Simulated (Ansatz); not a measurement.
# Fe: single point with PBE

The system is Fe, a slab with vacuum.

```xyz
8
Lattice="2.8780 0.0000 0.0000 0.0000 2.8780 0.0000 0.0000 0.0000 25.0730" Properties=species:S:1:pos:R:3 pbc="T T T"
Fe    1.4390    1.4390    7.5000
Fe    0.0000    0.0000    8.9390
Fe    1.4390    1.4390   10.3780
Fe    0.0000    0.0000   11.8170
Fe    1.4390    1.4390   13.2560
Fe    0.0000    0.0000   14.6950
Fe    1.4390    1.4390   16.1340
Fe    0.0000    0.0000   17.5730
```

The cell isn't the ideal one: the (1 0 0) slab of Fe, cut from the database cell, not relaxed.

```yaml
Program: Ansatz 0.2.0
Task: single point
Functional: PBE
Potentials_or_basis: Ansatz PAW
Cutoff: "420 eV (not typed: the program's choice for these potentials)"
k_mesh: 9 × 9 × 1
Occupations: fermi-dirac, width 0.05 eV
Spin: collinear spin, ferromagnetic start
Starting_moments: "[3.0, 3.0, 3.0, 3.0, 3.0, 3.0, 3.0, 3.0] μB"
```

```
Largest force                   : 0.473 eV/Å
Band gap on the k mesh          : none (metal or under the smearing width)
Net moment                      : 20.69 μB per cell
Absolute moment                 : 21.64 μB per cell
Site moments                    : Fe +3.01, +2.47, +2.48, +2.39 μB
Work function of the upper face : 3.86 eV
Work function of the lower face : 3.86 eV
Dipole across the slab          : 0.000 e·Å
```

Forces on the atoms (eV/Å):
```
Fe   0.000  0.000  0.473
Fe   0.000  0.000 -0.335
Fe   0.000  0.000  0.140
Fe   0.000  0.000  0.098
Fe   0.000  0.000 -0.098
Fe   0.000  0.000 -0.140
Fe   0.000  0.000  0.335
Fe   0.000  0.000 -0.473
```

Levels at points of the mesh, in eV from the Fermi level:
Spin up:
```csv
k point,band 71,band 72,band 73,band 74,band 75,band 76,band 77,band 78
"(0.00, 0.00, 0.00)",-0.73,-0.73,-0.39,-0.33,-0.18,-0.18,-0.07,0.70
```
Spin down:
| k point | band 52 | band 53 | band 54 | band 55 | band 56 | band 57 |
| --- | --- | --- | --- | --- | --- | --- |
| (0.00, 0.00, 0.00) | -0.05 | 0.15 | 0.15 | 0.16 | 0.27 | 0.27 |

Run time: 43 s on 4 threads of Arm Neoverse V1 (shared host), peak memory 0.92 GiB.

Caveat: the cell was measured hot, at 722 K.
